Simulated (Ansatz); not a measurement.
# CuS (zincblende type): the cost of one run

Method: DFT PBEsol, with the methods named in each step, in Ansatz 0.2.0.

## Step 1: The system as given

It takes space group F-43m (No. 216, cubic). Conventional cell: a = 5.125 Å, b = 5.125 Å, c = 5.125 Å, α = 90.00°, β = 90.00°, γ = 90.00°. Around Cu (site symmetry -43m) lie 4 S at 2.22 Å. S (site symmetry -43m) is surrounded by 4 Cu at 2.22 Å.

Structure file:

```
Cu S
1.0
     0.00000    2.56249    2.56249
     2.56249    0.00000    2.56249
     2.56249    2.56249    0.00000
Cu S
1 1
Cartesian
  0.0000 0.0000 0.0000
  1.2812 1.2812 1.2812
```

Whether this phase is the stable one at these pressures isn't tested.

Atoms are numbered in the order of the input: Cu1, S2.

## Step 2: The reference volume, LAPW

input.yaml

```yaml
crystal:
  lattice:
    - [0.0, 2.5624922292, 2.5624922292]
    - [2.5624922292, 0.0, 2.5624922292]
    - [2.5624922292, 2.5624922292, 0.0]
  atoms:
    - { symbol: Cu, position: [0.0, 0.0, 0.0] }
    - { symbol: S, position: [0.25, 0.25, 0.25] }
kpoints:
  mp_grid: { grid: [14, 14, 14] }
  band_path:
    path:
      - [0.0, 0.0, 0.0]
      - [-0.5, -0.5, 0.0]
      - [-0.375, -0.375, 0.25]
      - [-0.375, 0.0, 0.375]
      - [0.0, 0.0, 0.0]
      - [0.0, 0.0, 0.5]
      - [-0.5, -0.25, 0.25]
      - [-0.5, -0.5, 0.0]
    npoints: 14
scf:
  occupations: { method: fermi_dirac, width: 0.05 }
hamiltonian:
  xc: pbesol
  pseudopotentials: { kind: all_electron, lapw: { basis_error: 0.001 } }
output:
  forces: true
  stress: true
  eigenvalues: true
  populations: true
  dos: { projected: true, de: 0.2, e_range: [-14, 8] }
```

On the command line:

```sh
ansatz run input.yaml --threads 1 --pin off --max-ram 2048MiB --backend cpu --events-out ev --progress --plain --runs-dir out
```

**Question.** How long does this run take on 1 thread of AMD EPYC 9R45 (Zen 5), shared host, and how much memory does it need?

About 13 s, with a peak of 0.44 GiB.
